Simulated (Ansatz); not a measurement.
# Alloy of Ga2O3 and Al2O3 (1 of 8 Ga sites exchanged), 20 atoms with displaced atoms

Aim: a base single point, then the same cell under other settings, to see what each one moves.

Method: density functional theory in Ansatz 0.2.0, PAW datasets, plane waves.

## 1. The starting cell

20 atoms (7 Ga, 12 O, 1 Al); a = 12.222 Å, b = 3.032 Å, c = 5.789 Å, α = 90.00°, β = 103.76°, γ = 90.00°. All atoms were shaken off their sites by about 0.02 Å along each axis.

Coordinates:

```
CELL_PARAMETERS angstrom
12.22168 0.00000 -0.00282
0.00000 3.03188 0.00000
-1.37586 0.00000 5.62357
ATOMIC_POSITIONS crystal
Ga 0.40831 0.51064 0.20098
Ga 0.16136 0.50714 0.31672
Ga 0.90757 0.99648 0.20036
Ga 0.66064 0.99653 0.31089
Ga 0.33935 0.00451 0.68156
Ga 0.59178 0.50248 0.79651
Ga 0.84212 0.49095 0.68293
O 0.33430 0.49856 0.88782
O 0.32712 0.50051 0.43770
O 0.00115 0.49357 0.74214
O 0.16602 0.99774 0.11132
O 0.83707 0.99914 0.89477
O 0.17482 0.00057 0.56098
O 0.82503 0.00334 0.44101
O 0.49604 0.00477 0.25322
O 0.50475 0.00344 0.74808
O 0.66338 0.50464 0.10540
O 0.67372 0.49480 0.56387
O 0.99744 0.49577 0.25548
Al 0.09135 0.99587 0.79064
```

## 2. Single point with PBEsol

in.yaml reads:

```yaml
crystal:
  lattice:
    - [12.221680, 0.000000, -0.002817]
    - [0.000000, 3.031884, 0.000000]
    - [-1.375856, 0.000000, 5.623568]
  atoms:
    - { symbol: Ga, position: [0.408308, 0.510643, 0.200983] }
    - { symbol: Ga, position: [0.161360, 0.507144, 0.316715] }
    - { symbol: Ga, position: [0.907568, 0.996482, 0.200360] }
    - { symbol: Ga, position: [0.660644, 0.996532, 0.310895] }
    - { symbol: Ga, position: [0.339348, 0.004509, 0.681565] }
    - { symbol: Ga, position: [0.591781, 0.502476, 0.796507] }
    - { symbol: Ga, position: [0.842119, 0.490951, 0.682927] }
    - { symbol: O, position: [0.334298, 0.498560, 0.887824] }
    - { symbol: O, position: [0.327117, 0.500510, 0.437704] }
    - { symbol: O, position: [0.001148, 0.493566, 0.742139] }
    - { symbol: O, position: [0.166024, 0.997737, 0.111322] }
    - { symbol: O, position: [0.837070, 0.999139, 0.894773] }
    - { symbol: O, position: [0.174821, 0.000568, 0.560980] }
    - { symbol: O, position: [0.825032, 0.003340, 0.441009] }
    - { symbol: O, position: [0.496042, 0.004765, 0.253216] }
    - { symbol: O, position: [0.504747, 0.003443, 0.748080] }
    - { symbol: O, position: [0.663384, 0.504638, 0.105400] }
    - { symbol: O, position: [0.673719, 0.494803, 0.563870] }
    - { symbol: O, position: [0.997438, 0.495771, 0.255483] }
    - { symbol: Al, position: [0.091351, 0.995872, 0.790643] }
kpoints:
  mp_grid: { grid: [2, 2, 2], shift: [0.5, 0.5, 0.5] }
hamiltonian:
  xc: pbesol
scf:
  occupations: { method: fermi_dirac, width: 0.01 }
output:
  forces: true
  eigenvalues: true
  stress: true
  populations: true
```

Run with:

```
> ansatz run in.yaml --threads 7 --pin off --max-ram 13300MiB --runs-dir r --events-out ev --progress --plain
```

## 3. Run again with mixing beta 0.1, k points 1×1×2

Changes to in.yaml since step 2:

```diff
@@ -27,3 +27,3 @@
 kpoints:
-  mp_grid: { grid: [2, 2, 2], shift: [0.5, 0.5, 0.5] }
+  mp_grid: { grid: [1, 1, 2] }
 hamiltonian:
@@ -32,2 +32,4 @@
   occupations: { method: fermi_dirac, width: 0.01 }
+  max_iter: 100
+  mixing: { beta: 0.1 }
 output:
@@ -36,2 +38 @@
   stress: true
-  populations: true
```

## 4. Variant: starting moment 2 μB, smearing width 1.0 eV, at most 4 cycles

Changes to in.yaml since step 3:

```diff
@@ -27,9 +27,11 @@
 kpoints:
-  mp_grid: { grid: [1, 1, 2] }
+  mp_grid: { grid: [2, 2, 2], shift: [0.5, 0.5, 0.5] }
 hamiltonian:
   xc: pbesol
+magnetization:
+  spin_polarized: true
+  initial_magnetization: 2
 scf:
-  occupations: { method: fermi_dirac, width: 0.01 }
-  max_iter: 100
-  mixing: { beta: 0.1 }
+  occupations: { method: fermi_dirac, width: 1 }
+  max_iter: 4
 output:
```

## 5. Changed settings: dispersion D3(BJ) with three-body term, starting moment 2 μB

Changes to in.yaml since step 4:

```diff
@@ -30,2 +30,3 @@
   xc: pbesol
+  dispersion: d3bjatm
 magnetization:
@@ -34,4 +35,4 @@
 scf:
-  occupations: { method: fermi_dirac, width: 1 }
-  max_iter: 4
+  occupations: { method: fermi_dirac, width: 0.01 }
+  max_iter: 90
 output:
```

## 6. Changed settings: cutoff 550 eV

Changes to in.yaml since step 5:

```diff
@@ -28,11 +28,8 @@
   mp_grid: { grid: [2, 2, 2], shift: [0.5, 0.5, 0.5] }
+basis: { ecutwfc: 550 }
 hamiltonian:
   xc: pbesol
-  dispersion: d3bjatm
-magnetization:
-  spin_polarized: true
-  initial_magnetization: 2
 scf:
   occupations: { method: fermi_dirac, width: 0.01 }
-  max_iter: 90
+  max_iter: 50
 output:
```

## 7. Run again with xc grid 1

Changes to in.yaml since step 6:

```diff
@@ -28,3 +28,3 @@
   mp_grid: { grid: [2, 2, 2], shift: [0.5, 0.5, 0.5] }
-basis: { ecutwfc: 550 }
+basis: { xc_grid: 1 }
 hamiltonian:
@@ -33,3 +33,3 @@
   occupations: { method: fermi_dirac, width: 0.01 }
-  max_iter: 50
+  max_iter: 60
 output:
```

Before running it: what results should come out? Wanted: for each run, settings; status; energy from base; forces from base.

**Answer**, as computed:

| settings | status | cycles | time | energy from base (meV/atom) | forces from base (eV/Å rms) | filled to empty level on the mesh (eV) |
| --- | --- | --- | --- | --- | --- | --- |
| base | converged | 9 | 2.2 s (7 CPU threads) | 0 | 0 | 5.25 |
| mixing beta 0.1, k points 1×1×2 | converged | 10 | 0.7 s (7 CPU threads) | +1080.7 | 0.600 | 2.21 |
| starting moment 2 μB, smearing width 1.0 eV, at most 4 cycles | not converged | - | 5.2 s (7 CPU threads) | - | - | - |
| dispersion D3(BJ) with three-body term, starting moment 2 μB | converged | 15 | 5.1 s (7 CPU threads) | - | 0.001 | 5.25 |
| cutoff 550 eV | converged | 9 | 2.3 s (7 CPU threads) | -4.5 | 0.001 | 5.25 |
| xc grid 1 | converged | 9 | 1.8 s (7 CPU threads) | 0.0 | 0.000 | 5.25 |

Among these variants the forces move most with mixing beta 0.1, k points 1×1×2 (0.600 eV/Å rms). The base mesh is coarse for so small a cell, so pressure, spacing and their changes aren't converged values of the solid. 1 of 5 variants gave no result: starting moment 2 μB, smearing width 1.0 eV, at most 4 cycles (not converged).
